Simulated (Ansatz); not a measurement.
# C3H6AlB: a ladder of functionals and wavefunction methods

Aim: compute C3H6AlB with functionals from several rungs and with coupled cluster. The yardstick is the atomisation energy at the CCSD(T) limit.

Computed with Ansatz 0.2.0, Gaussian basis. Level: functionals in def2-TZVPP, the program's frozen cores in correlated methods.

The runs, in order: LDA (SPW92), PBE-D4, revPBE-D4, BLYP-D4, r2SCAN-D4, B97M-V, PBE0-D4, B3LYP-D4, r2SCANh-D4, r2SCAN0-D4, HSE06-D4, BHLYP-D4, CAM-B3LYP-D4, LC-ωPBE, ωB97X-V, ωB97M-V, B2PLYP, PBE-QIDH; CCSD(T)/def2-SVP; CCSD(T)/def2-TZVPP; MP2/def2-QZVPP; extrapolation to the limit; RPA on PBE.

## Step 1: The geometry

An earlier PBE0-D4 in a triple-zeta def2 set relaxation fixed the geometry.

SMILES `BC1=[CH][AlH][CH2]1`, 11 atoms, charge 0, spin multiplicity 1.

Atoms are counted from 1 here; the program's logs count them from 0.

Bond lengths: B1–C2 1.535 Å, B1–H6 1.197 Å, B1–H7 1.199 Å, C2–C3 1.369 Å, C2–C5 1.526 Å, C3–Al4 1.914 Å, C3–H8 1.085 Å, Al4–C5 1.964 Å, Al4–H9 1.588 Å, C5–H10 1.092 Å, C5–H11 1.092 Å. Angles: C2–B1–H6 120.6°, C2–B1–H7 119.8°, H6–B1–H7 119.6°, B1–C2–C3 119.3°, B1–C2–C5 126.2°, C3–C2–C5 113.4°, C2–C3–Al4 85.8°, C2–C3–H8 122.2°, Al4–C3–H8 150.1°, C3–Al4–C5 77.3°, C3–Al4–H9 138.9°, C5–Al4–H9 140.6°, C2–C5–Al4 80.1°, C2–C5–H10 115.0°, C2–C5–H11 110.4°, Al4–C5–H10 123.7°, Al4–C5–H11 116.2°, H10–C5–H11 108.3°.

Coordinates:

```tsv
atom	x (Å)	y (Å)	z (Å)
B1	1.3161	1.2413	-0.2246
C2	0.0744	0.3816	0.0480
C3	-0.2219	0.0213	1.3355
Al4	-1.0650	-1.5143	0.5640
C5	-0.7538	-0.3623	-0.9963
H6	1.5204	2.2345	0.4110
H7	2.1218	0.8825	-1.0366
H8	0.2193	0.5211	2.1918
H9	-1.3472	-3.0338	0.9297
H10	-0.2009	-0.6794	-1.8829
H11	-1.5979	0.2505	-1.3190
```

## Step 2: LDA

This LDA is Slater exchange with PW92 correlation.

File in.yaml:

```yaml
crystal:
  periodic: [false, false, false]
  atoms:
    - {symbol: B, position_ang: [1.316075, 1.241322, -0.224601]}
    - {symbol: C, position_ang: [0.074354, 0.381620, 0.047979]}
    - {symbol: C, position_ang: [-0.221907, 0.021296, 1.335462]}
    - {symbol: Al, position_ang: [-1.065016, -1.514347, 0.564003]}
    - {symbol: C, position_ang: [-0.753813, -0.362261, -0.996256]}
    - {symbol: H, position_ang: [1.520447, 2.234520, 0.411001]}
    - {symbol: H, position_ang: [2.121811, 0.882487, -1.036573]}
    - {symbol: H, position_ang: [0.219341, 0.521098, 2.191782]}
    - {symbol: H, position_ang: [-1.347194, -3.033789, 0.929714]}
    - {symbol: H, position_ang: [-0.200927, -0.679419, -1.882945]}
    - {symbol: H, position_ang: [-1.597869, 0.250471, -1.318967]}
basis:
  gaussian: {orbitals: def2-TZVPP}
hamiltonian: {xc: lda}
output: {orbitals: {seedname: orbitals}}
```

On the command line:

```
$ ansatz run in.yaml --threads 2 --pin off --events-out ev --progress --plain --max-ram 4352MiB
```

Further steps of the session: PBE-D4 (GGA); revPBE-D4 (GGA); BLYP-D4 (GGA); r2SCAN-D4 (meta-GGA); B97M-V (meta-GGA); PBE0-D4 (hybrid); B3LYP-D4 (hybrid); r2SCANh-D4 (hybrid); r2SCAN0-D4 (hybrid); HSE06-D4 (hybrid); BHLYP-D4 (hybrid); CAM-B3LYP-D4 (range-separated); LC-ωPBE (range-separated); ωB97X-V (range-separated); ωB97M-V (range-separated); B2PLYP (double hybrid); PBE-QIDH (double hybrid); CCSD(T) in def2-SVP; CCSD(T) in def2-TZVPP; MP2 in def2-QZVPP; RPA on PBE orbitals.

Q: Predict the results of all the runs planned. Wanted: atomisation energy, CCSD(T)/CBS; farthest beyond LDA; mean size of error, GGA; mean size of error, meta-GGA; mean size of error, hybrid; mean size of error, range-separated; mean size of error, double hybrid; gap, smallest and largest; T1 diagnostic.

**Answer**, as computed:

| quantity | value |
| --- | --- |
| atomisation energy, CCSD(T)/CBS | 43.182 eV |
| functionals within 0.216 eV (0.5 %) | revPBE-D4, BLYP-D4, B3LYP-D4, r2SCAN0-D4, LC-ωPBE |
| farthest beyond LDA | PBE-D4 (+1.118 eV) |
| mean size of error, GGA | 0.413 eV |
| mean size of error, meta-GGA | 0.555 eV |
| mean size of error, hybrid | 0.405 eV |
| mean size of error, range-separated | 0.267 eV |
| mean size of error, double hybrid | 0.227 eV |
| gap, smallest and largest | 2.83 eV (LDA (SPW92)), 9.68 eV (LC-ωPBE) |
| T1 diagnostic | 0.0129 |
| triples share of the correlation energy | 4.5 % |

What this shows: The LDA atomisation energy is off by 6.061 eV (14 %): it overbinds. PBE-D4 is off by +1.118 eV. Double hybrids carry the basis error of their MP2 part in triple zeta, and no dispersion term here, so their miss is partly the set-up's. By mean error the best rung here is double hybrid (0.227 eV) and the worst beyond LDA is meta-GGA (0.555 eV). The gap between the best rungs is small, so their order is not settled. Misses under about 0.216 eV are within the doubt on the reference itself, which lacks core-valence correlation, relativity and higher excitations. Hartree-Fock recovers 76 % of the binding; the rest is correlation. CCSD(T) in def2-SVP is off by -1.716 eV, worse than the median functional, from the basis alone. The gap grows from 2.8 to 9.7 eV across the functionals, mostly with the share of exact exchange.
